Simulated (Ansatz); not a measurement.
# TiAsW (element-swapped structure): how the settings move a single-point run

How sensitive is a single-point run of TiAsW (element-swapped structure) to its settings? A reference run comes first, then three runs with altered input.

Method: reference: DFT r2SCAN, plane waves, PAW, scalar-relativistic, no spin polarisation, in Ansatz 0.2.0.

1 further run of the same task is left out (for a known fault of the program).

### 1 The structure to begin with

Symmetry: I4/mmm, No. 139, tetragonal system. The conventional cell has a = 3.748 Å, b = 3.748 Å, c = 14.628 Å, α = 90.00°, β = 90.00°, γ = 90.00°. Around W (site symmetry 4mm) lie 5 As at 2.74 to 2.79 Å. Ti (site symmetry mmm) is surrounded by 4 Ti at 2.65 Å and 4 As at 2.67 Å. Around As (site symmetry 4mm) lie 4 Ti at 2.67 Å and 5 W at 2.74 to 2.79 Å.

Coordinates:

```xyz
6
Lattice="0.0000 3.7483 0.0000 3.7483 0.0000 0.0000 1.8742 1.8742 -7.3142" Properties=species:S:1:pos:R:3 pbc="T T T"
W     1.8742    1.8742   -2.6189
W     3.7483    3.7483   -4.6953
Ti    0.0000    1.8742    0.0000
Ti    1.8742    0.0000    0.0000
As    1.8742    1.8742   -5.4083
As    3.7483    3.7483   -1.9059
```

### 2 The reference run

input.yaml

```yaml
crystal:
  lattice:
    - [0.0, 3.748334, 0.0]
    - [3.748334, 0.0, 0.0]
    - [1.874167, 1.874167, -7.314231]
  atoms:
    - { symbol: W, position: [0.32097, 0.32097, 0.35806] }
    - { symbol: W, position: [0.67903, 0.67903, 0.64194] }
    - { symbol: Ti, position: [0.5, 0.0, 0.0] }
    - { symbol: Ti, position: [0.0, 0.5, 0.0] }
    - { symbol: As, position: [0.13029, 0.13029, 0.73942] }
    - { symbol: As, position: [0.86971, 0.86971, 0.26058] }
  symmetry: { tolerance: 0.0003 }
kpoints:
  mp_grid: { grid: [5, 5, 5], shift: [0, 0, 0] }
magnetization:
  spin_polarized: false
scf:
  occupations: { method: fermi_dirac, width: 0.145 }
hamiltonian:
  pseudopotentials: { kind: paw }
  xc: r2scan
basis:
  ecutwfc: 500
output:
  forces: true
  stress: true
  eigenvalues: true
```

Command:

```console
ansatz run input.yaml --threads 1 --pin off --max-ram 2560MiB --backend cpu --events-out ev --progress --plain --runs-dir out
```

Output (excerpt; [...] marks lines left out):

```text
Warning: RAYON_NUM_THREADS=1 ignored (pool sized by the plan → 1); use --threads N
band count auto-derived: 51 (N_el = 82.0; filled up to band 41; 50 by the electrons, moments and atoms)
[...]
Pseudopotentials: kind: paw
Pseudopotential: W, paw, valence charge 14, recommended cutoff 500 eV (meta_gga), W.paw.azcp
Pseudopotential: Ti, paw, valence charge 12, recommended cutoff 500 eV (meta_gga), Ti.paw.azcp
Pseudopotential: As, paw, valence charge 15, recommended cutoff 500 eV (meta_gga), As.paw.azcp
Functional definition: r2SCAN
[...]
Crystal: 6 atoms, lattice volume = 102.765 Å³
Basis set: ecut = 500 eV, 2623 PW (Γ), exchange–correlation on 120×120×240 points (64 copies of the dense FFT grid, shifted against one another)
Bands: 51, of which v1, the nominal top of the filled ones, is band 41 counted from 1 (40 counted from 0)
Symmetry: 16 space group operations
Space group: I4/mmm (ITA 139), of the structure as read, at distance tolerance 1.4e-3 Å
k-points: 18 of 125
[...]
SCF iter   1: F=—  HF=-35532.068695 eV  |F-HF|=—  |Δ(HF+E_count)|=         —  Δρ=1.80e-2  dr2=9.31e-1  dr2_τ=1.03e-1  ethr=1.77e-3  ⟨swp⟩=5.4  Hψ=3498  notcnv=0
[...]
SCF iter   9: F=-35532.158944 eV  HF=-35532.158944 eV  |F-HF|=5.52e-9  |Δ(HF+E_count)|=   8.58e-8  Δρ=2.75e-6  dr2=7.24e-9  dr2_τ=6.02e-10  ethr=1.22e-10  ⟨swp⟩=4.7  Hψ=2890  notcnv=0
the search or the solves at the SCF's close seem to have found levels that the self-consistency loop had missed (the run counts 2). By its estimate they hold 5.45e-10 electrons. The energies and the density leave them out; if the run goes on with those levels, later outputs use [...]
SCF converged after 9 iterations
Free energy (F): -35532.158944 eV
[...]
E sigma→0 (E₀):  -35531.972439 eV
Entropy (-TS):   -0.373010 eV (-62.168 meV/atom)
Fermi energy:    16.445739 eV
[...]
--- Forces (eV/Å), atoms counted from 1 ---
  atom   1  W      0.00000000     0.00000000     0.12174750
  atom   2  W      0.00000000     0.00000000    -0.12174750
  atom   3  Ti     0.00000000    -0.00000000     0.00000000
  atom   4  Ti     0.00000000     0.00000000     0.00000000
  atom   5  As     0.00000000     0.00000000     1.21870981
  atom   6  As     0.00000000     0.00000000    -1.21870981
[...]
--- Stress (GPa, compression-positive) ---
      -13.979652       0.000000       0.000000
        0.000000     -13.979652       0.000000
        0.000000       0.000000     -21.999378
  P = ⅓ Tr σ = -16.6529 GPa (-166.529 kbar)
--- Band table (eV; the first three rows and the last of 18) ---
[...]
```

Run time: 21 s. Hardware: 1 thread of Arm Neoverse V1, shared host; peak memory 0.66 GiB.

### 3 Changed: mp_grid.grid [6, 6, 6], mp_grid.shift [0.5, 0.5, 0.5]

Changes to input.yaml since step 2:

```diff
@@ -14,3 +14,3 @@
 kpoints:
-  mp_grid: { grid: [5, 5, 5], shift: [0, 0, 0] }
+  mp_grid: { grid: [6, 6, 6], shift: [0.5, 0.5, 0.5] }
 magnetization:
@@ -28 +28,5 @@
   eigenvalues: true
+  write_density: true
+  write_potential: true
+  elf: true
+  volumetric_format: npy
```

Command:

```console
ansatz run input.yaml --threads 1 --pin off --max-ram 2560MiB --backend cpu --events-out ev --progress --plain --runs-dir out
```

Output:

```text
Warning: crystal.symmetry: narrowed to the stabiliser of the k-point mesh — unitary ops 16 → 8; excluded 8 operations that carry a point of the 6×6×6 mesh (shift [0.5, 0.5, 0.5]) off the mesh (the run samples exactly the mesh kpoints.mp_grid names, as under crystal.symmetry.detect: false, and its converged state has the mesh's symmetry, not the crystal's; ε∞, the Born charges and the force constants of a linear response (`dielectric:` by the response, `phonons.method: dfpt`) are averaged over those of the crystal's operations that the state keeps within a tolerance, where `mesh_tensors`, `unaveraged_element` or `gamma_mean_max_change_ev_ang2` stands beside them; a row that `dielectric.field_direction` solves alone is averaged likewise, with nothing beside; a Γ-centred mesh of equal divisions is mapped onto itself by every operation and keeps the whole group, as does a half-shifted one under kpoints.further_shifts: images)
Warning: RAYON_NUM_THREADS=1 ignored (pool sized by the plan → 1); use --threads N
band count auto-derived: 51 (N_el = 82.0; filled up to band 41; 50 by the electrons, moments and atoms)
Engine: ansatz 0.2.0, aarch64-unknown-linux-gnu
[... 5 set-up lines as earlier in the session ...]
  parameter k0 = 0.174
  parameter k1 = 0.065
  parameter a1 = 4.9479
  exchange = r2scan_x(k0 = k0, k1 = k1, a1 = a1)
  correlation = r2scan_c
Crystal: 6 atoms, lattice volume = 102.765 Å³
Basis set: ecut = 500 eV, 2623 PW (Γ), exchange–correlation on 120×120×240 points (64 copies of the dense FFT grid, shifted against one another)
Bands: 51, of which v1, the nominal top of the filled ones, is band 41 counted from 1 (40 counted from 0)
Symmetry: 8 space group operations
k-points: 42 of 216
Non-local potential: W, projectors of the file, l = 0: 3, l = 1: 2, l = 2: 2, l = 3: 1
Non-local potential: Ti, projectors of the file, l = 0: 3, l = 1: 2, l = 2: 3, l = 3: 1
Non-local potential: As, projectors of the file, l = 0: 2, l = 1: 2, l = 2: 3, l = 3: 1
PAW form: soft (Blöchl's): semilocal exchange-correlation on the pseudo side does not see the compensation charge
PAW frozen core: W, regenerated for the run's functional (the file was generated under x = pbe(κ = 0.804, μ = 0.2195149727645171), c = pbe(β = 0.06672455060314922))
PAW frozen core: Ti, regenerated for the run's functional (the file was generated under x = pbe(κ = 0.804, μ = 0.2195149727645171), c = pbe(β = 0.06672455060314922))
PAW frozen core: As, regenerated for the run's functional (the file was generated under x = pbe(κ = 0.804, μ = 0.2195149727645171), c = pbe(β = 0.06672455060314922))
PAW one-centre angular grid: W, 590 points (default); XC on 160 Gauss nodes
PAW one-centre angular grid: Ti, 590 points (default); XC on 160 Gauss nodes
PAW one-centre angular grid: As, 590 points (default); XC on 160 Gauss nodes
Initial density: superposition of atomic densities (neutral atoms: chi_scale 0, normalization atom), corrected by the library's trained network
Initial wavefunctions: pseudopotential atomic-orbital guess
Functional: x = r2scan, c = r2scan; τ floored in thin density (d = 2e-4 eV/Å³)
SCF iter   1: F=—  HF=-35532.078991 eV  |F-HF|=—  |Δ(HF+E_count)|=         —  Δρ=1.73e-2  dr2=8.47e-1  dr2_τ=1.02e-1  ethr=1.77e-3  ⟨swp⟩=5.5  Hψ=8152  notcnv=0
preconditioner: auto → Kerker (q_TF=auto, 2.628 Å⁻¹)  [metal: Δε(μ)=0.018 eV  Ē_g=6.252 eV  σ=0.145 eV  W_gap=0.03  n_scr=34 (ndim 8)  ℏωp=20.1 eV  f_vac=0.000  D(μ)=5.85/eV (n_scr^D=50)]
SCF iter   2: F=—  HF=-35532.182265 eV  |F-HF|=—  |Δ(HF+E_count)|=   1.03e-1  Δρ=1.26e-2  dr2=4.11e-1  dr2_τ=3.61e-2  ethr=1.03e-3  ⟨swp⟩=2.4  Hψ=3027  notcnv=0
SCF iter   3: F=—  HF=-35532.167510 eV  |F-HF|=—  |Δ(HF+E_count)|=   1.48e-2  Δρ=4.90e-3  dr2=1.29e-2  dr2_τ=8.58e-4  ethr=5.01e-4  ⟨swp⟩=2.2  Hψ=2763  notcnv=0
SCF iter   4: F=—  HF=-35532.173681 eV  |F-HF|=—  |Δ(HF+E_count)|=   6.17e-3  Δρ=9.21e-4  dr2=9.70e-4  dr2_τ=1.20e-4  ethr=1.57e-5  ⟨swp⟩=3.0  Hψ=4172  notcnv=0
SCF iter   5: F=—  HF=-35532.173552 eV  |F-HF|=—  |Δ(HF+E_count)|=   1.28e-4  Δρ=4.67e-4  dr2=1.69e-4  dr2_τ=1.12e-5  ethr=1.18e-6  ⟨swp⟩=2.0  Hψ=3454  notcnv=0
SCF iter   6: F=—  HF=-35532.173626 eV  |F-HF|=—  |Δ(HF+E_count)|=   7.32e-5  Δρ=1.31e-4  dr2=1.91e-5  dr2_τ=1.75e-6  ethr=2.07e-7  ⟨swp⟩=2.0  Hψ=2700  notcnv=0
SCF iter   7: F=—  HF=-35532.173633 eV  |F-HF|=—  |Δ(HF+E_count)|=   7.46e-6  Δρ=3.69e-5  dr2=2.89e-6  dr2_τ=7.36e-8  ethr=2.33e-8  ⟨swp⟩=2.0  Hψ=3471  notcnv=0
SCF iter   8: F=—  HF=-35532.173634 eV  |F-HF|=—  |Δ(HF+E_count)|=   5.56e-7  Δρ=1.01e-5  dr2=1.05e-7  dr2_τ=5.66e-9  ethr=3.52e-9  ⟨swp⟩=2.0  Hψ=2692  notcnv=0
SCF iter   9: F=-35532.173634 eV  HF=-35532.173634 eV  |F-HF|=5.59e-9  |Δ(HF+E_count)|=   8.08e-8  Δρ=3.08e-6  dr2=5.91e-9  dr2_τ=5.52e-10  ethr=1.22e-10  ⟨swp⟩=9.0  Hψ=12955  notcnv=0
the search or the solves at the SCF's close seem to have found levels that the self-consistency loop had missed (the run counts 1). By its estimate they hold under 1e-12 electrons; where the run keeps them, the occupations were computed again with them
SCF 1 converged in 9 iterations: F = -35532.173634 eV  dr2 = 5.91e-9
SCF converged after 9 iterations
Free energy (F): -35532.173634 eV
Harris-Foulkes:  -35532.173634 eV  (|F-HF|=5.59e-9)
Internal energy: -35531.801128 eV  (E = F + TS)
E sigma→0 (E₀):  -35531.987381 eV
Entropy (-TS):   -0.372505 eV (-62.084 meV/atom)
Fermi energy:    16.447823 eV
--- Per-component energies (eV) ---
  E_band       = -964.746851
  E_kinetic    = 1649.629693
  E_local      = -5949.227034  (includes V_loc(G=0)·N_el)
  E_nonlocal   = -1314.814912
  E_hartree    = 2871.575856
  E_xc         = -828.457280
  E_vxc        = -949.531270  (∫ρ·V_xc dr)
  E_paw        = -23001.973813  (= ΣΔE_a)
  E_vpaw       = -198.042827  (= ΣTr[D̂ρ^β])
  E_aug_tail   = 0.000064  (compensation charges beyond the density's cutoff)
  E_vtau       = 54.087482  (kinetic-family band-sum trace: ∫τ·v_τ [+ j·A + Jᵃ·Aᵃ] dr)
  E_ewald      = -8953.936076
  E_core_change = -4.597627  (= ΣΔE_core)
  E_smearing   = -0.372505  (= −TS)
  E_closure    = -0.000000  (closes the sum)
  Σ components = -35532.173634   (vs F -35532.173634, Δ=0.00e0)
--- Forces (eV/Å), atoms counted from 1 ---
  atom   1  W      0.00000000     0.00000000     0.13016153
  atom   2  W      0.00000000     0.00000000    -0.13016153
  atom   3  Ti     0.00000000     0.00000000     0.00000000
  atom   4  Ti     0.00000000     0.00000000     0.00000000
  atom   5  As     0.00000000     0.00000000     1.24996276
  atom   6  As     0.00000000     0.00000000    -1.24996276
  max |Σ_I F_I| component: 1.08e-19 eV/Å
--- Stress (GPa, compression-positive) ---
      -13.963783      -0.002710       0.000000
       -0.002710     -13.963783       0.000000
        0.000000       0.000000     -21.990669
  P = ⅓ Tr σ = -16.6394 GPa (-166.394 kbar)
--- Band table (eV; the first three rows and the last of 42) ---
  k-point 0: bands = ["-60.1392", "-60.1319", "-42.7016", "-42.4737", "-23.7912", "-23.7879", "-23.7390", "-23.7311", "-23.5955", "-23.5252", "-20.7039", "-20.7033", "-20.6994", "-20.6987", "-20.6987", "-20.6975", "-20.6963", "-20.6961", "-20.6955", "-20.6928", "-18.1660", "-18.1038", "-18.0818", "-17.8694", "-17.4682", "-17.4020", "2.5033", "3.5434", "9.3262", "11.9731", "12.4317", "12.4810", "12.5759", "12.8580", "13.3989", "13.5286", "14.7907", "14.8361", "14.9634", "14.9827", "15.4011", "15.9312", "16.7994", "17.0177", "18.2885", "18.5224", "18.5835", "18.7546", "18.7567", "18.9338", "19.0388"]
  k-point 1: bands = ["-60.1392", "-60.1319", "-42.7016", "-42.4737", "-23.7913", "-23.7879", "-23.7390", "-23.7311", "-23.5958", "-23.5248", "-20.7039", "-20.7032", "-20.6995", "-20.6991", "-20.6988", "-20.6974", "-20.6967", "-20.6955", "-20.6953", "-20.6928", "-18.1660", "-18.1038", "-18.0819", "-17.8694", "-17.4682", "-17.4020", "2.5618", "3.4586", "9.4595", "11.6381", "12.4202", "12.4480", "12.7498", "12.8040", "13.5160", "13.7089", "14.6542", "14.9515", "14.9699", "15.0032", "15.4165", "15.8566", "16.7415", "16.9677", "17.9618", "18.3096", "18.4587", "18.6244", "18.7413", "18.8047", "19.3939"]
  k-point 2: bands = ["-60.1392", "-60.1319", "-42.7016", "-42.4737", "-23.7913", "-23.7880", "-23.7390", "-23.7310", "-23.5965", "-23.5242", "-20.7037", "-20.7029", "-20.7001", "-20.6994", "-20.6990", "-20.6974", "-20.6969", "-20.6955", "-20.6946", "-20.6928", "-18.1660", "-18.1038", "-18.0820", "-17.8694", "-17.4682", "-17.4020", "2.7277", "3.2420", "9.7856", "11.1698", "12.3997", "12.4559", "12.6026", "12.8298", "13.7152", "14.0319", "14.6875", "14.9459", "14.9593", "15.2187", "15.4549", "15.6909", "16.3952", "17.0840", "17.6378", "18.0366", "18.1170", "18.4846", "18.6720", "18.8030", "20.1314"]
  k-point 41: bands = ["-60.1345", "-60.1340", "-42.5932", "-42.5768", "-23.8290", "-23.8272", "-23.7566", "-23.7510", "-23.5576", "-23.5529", "-20.7032", "-20.7031", "-20.7019", "-20.6993", "-20.6979", "-20.6970", "-20.6955", "-20.6947", "-20.6888", "-20.6880", "-18.3399", "-18.1745", "-17.9721", "-17.9568", "-17.4275", "-17.3072", "4.0133", "4.1322", "10.1435", "10.6917", "10.9945", "11.3647", "11.5815", "11.9021", "13.5103", "13.7117", "13.9693", "14.8133", "15.3773", "15.7863", "16.8180", "17.0339", "17.2240", "17.4056", "18.0440", "18.6116", "18.8162", "18.9733", "18.9756", "19.2428", "19.4073"]
```

It took 55 s on 1 thread of Arm Neoverse V1, shared host; peak memory 0.72 GiB.

Changing the k-point mesh moves the energy by -2.4 meV/atom, and the largest force goes from 1.22 to 1.25 eV/Å. Sampling errors of the energy have no fixed sign.

### 4 Changing settings: ecutwfc 700 eV

Changes to input.yaml since step 2:

```diff
@@ -23,3 +23,3 @@
 basis:
-  ecutwfc: 500
+  ecutwfc: "700 eV"
 output:
```

Command:

```console
ansatz run input.yaml --threads 1 --pin off --max-ram 2560MiB --backend cpu --events-out ev --progress --plain --runs-dir out
```

Output (excerpt; [...] marks lines left out):

```text
Warning: RAYON_NUM_THREADS=1 ignored (pool sized by the plan → 1); use --threads N
band count auto-derived: 51 (N_el = 82.0; filled up to band 41; 50 by the electrons, moments and atoms)
[...]
[... 5 set-up lines as earlier in the session ...]
[...]
Crystal: 6 atoms, lattice volume = 102.765 Å³
Basis set: ecut = 700 eV, 4315 PW (Γ), exchange–correlation on 144×144×288 points (64 copies of the dense FFT grid, shifted against one another)
Bands: 51, of which v1, the nominal top of the filled ones, is band 41 counted from 1 (40 counted from 0)
[... 1 set-up line as earlier in the session ...]
[...]
SCF iter   9: F=-35532.172309 eV  HF=-35532.172309 eV  |F-HF|=5.57e-9  |Δ(HF+E_count)|=   8.97e-8  Δρ=2.83e-6  dr2=7.82e-9  dr2_τ=7.21e-10  ethr=1.22e-10  ⟨swp⟩=5.0  Hψ=3009  notcnv=0
[...]
SCF converged after 9 iterations
Free energy (F): -35532.172309 eV
[...]
E sigma→0 (E₀):  -35531.985798 eV
Entropy (-TS):   -0.373022 eV (-62.170 meV/atom)
Fermi energy:    16.445848 eV
[...]
--- Forces (eV/Å), atoms counted from 1 ---
  atom   1  W      0.00000000     0.00000000     0.12062511
  atom   2  W      0.00000000     0.00000000    -0.12062511
  atom   3  Ti     0.00000000     0.00000000     0.00000000
  atom   4  Ti     0.00000000     0.00000000     0.00000000
  atom   5  As     0.00000000     0.00000000     1.21939375
  atom   6  As     0.00000000     0.00000000    -1.21939375
[...]
--- Stress (GPa, compression-positive) ---
      -13.978425       0.000000       0.000000
        0.000000     -13.978425       0.000000
        0.000000       0.000000     -21.999510
  P = ⅓ Tr σ = -16.6521 GPa (-166.521 kbar)
--- Band table (eV; the first three rows and the last of 18) ---
[...]
```

It took 31 s on 1 thread of Arm Neoverse V1, shared host; peak memory 0.89 GiB.

Changing the cutoff moves the energy by -2.2 meV/atom. More plane waves (700 against 500 eV) lower the energy, so the reference carries about that much basis error. Cost: 31 s against 21 s.

### 5 Changing settings: occupations.method gaussian, occupations.width 0.001

Changes to input.yaml since step 2:

```diff
@@ -18,3 +18,3 @@
 scf:
-  occupations: { method: fermi_dirac, width: 0.145 }
+  occupations: { method: gaussian, width: 0.001 }
 hamiltonian:
```

Command:

```console
ansatz run input.yaml --threads 1 --pin off --max-ram 2560MiB --backend cpu --events-out ev --progress --plain --runs-dir out
```

Output (excerpt; [...] marks lines left out):

```text
Warning: RAYON_NUM_THREADS=1 ignored (pool sized by the plan → 1); use --threads N
[...]
[... 5 set-up lines as earlier in the session ...]
[...]
Crystal: 6 atoms, lattice volume = 102.765 Å³
Basis set: ecut = 500 eV, 2623 PW (Γ), exchange–correlation on 120×120×240 points (64 copies of the dense FFT grid, shifted against one another)
Bands: 50, of which v1, the nominal top of the filled ones, is band 41 counted from 1 (40 counted from 0)
[... 2 set-up lines as earlier in the session ...]
k-points: 18 of 125
[...]
SCF iter   9: F=-35531.965292 eV  HF=-35531.965292 eV  |F-HF|=3.06e-8  |Δ(HF+E_count)|=   8.85e-8  Δρ=1.01e-5  dr2=9.71e-8  dr2_τ=4.84e-9  ethr=1.22e-10  ⟨swp⟩=8.7  Hψ=3799  notcnv=0
[...]
SCF converged after 9 iterations
Free energy (F): -35531.965292 eV
[...]
E sigma→0 (E₀):  -35531.965256 eV
Entropy (-TS):   -0.000071 eV (-0.012 meV/atom)
Fermi energy:    16.460175 eV
[...]
--- Forces (eV/Å), atoms counted from 1 ---
  atom   1  W      0.00000000     0.00000000     0.04879026
  atom   2  W      0.00000000     0.00000000    -0.04879026
  atom   3  Ti     0.00000000    -0.00000000     0.00000000
  atom   4  Ti     0.00000000    -0.00000000     0.00000000
  atom   5  As     0.00000000     0.00000000     1.09057748
  atom   6  As     0.00000000     0.00000000    -1.09057748
[...]
--- Stress (GPa, compression-positive) ---
      -14.563240       0.000000       0.000000
        0.000000     -14.563240       0.000000
        0.000000       0.000000     -21.805993
  P = ⅓ Tr σ = -16.9775 GPa (-169.775 kbar)
--- Band table (eV; the first three rows and the last of 18) ---
[...]
```

Wall time 22 s (1 thread of Arm Neoverse V1, shared host); peak memory 0.66 GiB.

Changing the smearing moves the energy by +1.2 meV/atom (σ→0 values), and the pressure goes from -16.7 to -17.0 GPa and the largest force goes from 1.22 to 1.09 eV/Å.

### 6 Comparison

```csv
run,ending,energy change,pressure (GPa),gap (eV),force (eV/Å),cycles,time
reference,converged,0,-16.7,0.00,1.22,9,21 s
"1: mp_grid.grid [6, 6, 6], mp_grid.shift [0.5, 0.5, 0.5]",converged,-2.4 meV/atom,-16.6,0.00,1.25,9,55 s
2: ecutwfc 700 eV,converged,-2.2 meV/atom,-16.7,0.00,1.22,9,31 s
"3: occupations.method gaussian, occupations.width 0.001",converged,+1.2 meV/atom (σ→0),-17.0,0.00,1.09,9,22 s
```

Times don't compare one to one where runs were asked for different outputs or read a saved state (see the inputs); cycles may leave out searches for a lower state.

Residual by cycle in the longest SCF loop of each run; runs are numbered as in the table. The quantity is the density residual dr2, in eV.

```csv
cycle,reference,run 1,run 2,run 3
1,0.931,0.847,0.931,0.918
2,0.433,0.411,0.434,1.65
3,0.0142,0.0129,0.0143,0.0404
4,0.00215,9.7e-4,0.00196,0.018
5,1.1e-4,1.7e-4,1.1e-4,0.00361
6,3.9e-5,1.9e-5,3.3e-5,7.3e-5
7,3.4e-6,2.9e-6,3.7e-6,5.2e-6
8,2.5e-7,1.1e-7,2.3e-7,4.2e-6
9,7.2e-9,5.9e-9,7.8e-9,9.7e-8
```

The pressure spans -17.0 to -16.6 GPa over the reference and the converged variants. The structure is not at rest: the sound run finds -17 GPa, so these are no properties of the relaxed crystal. The reference has no spin polarisation; with Ti and W present, a magnetic state may lie lower.

The reference has limits of its own: its mesh is coarse for a cell with so small a gap or none; the structure is made up and not relaxed.
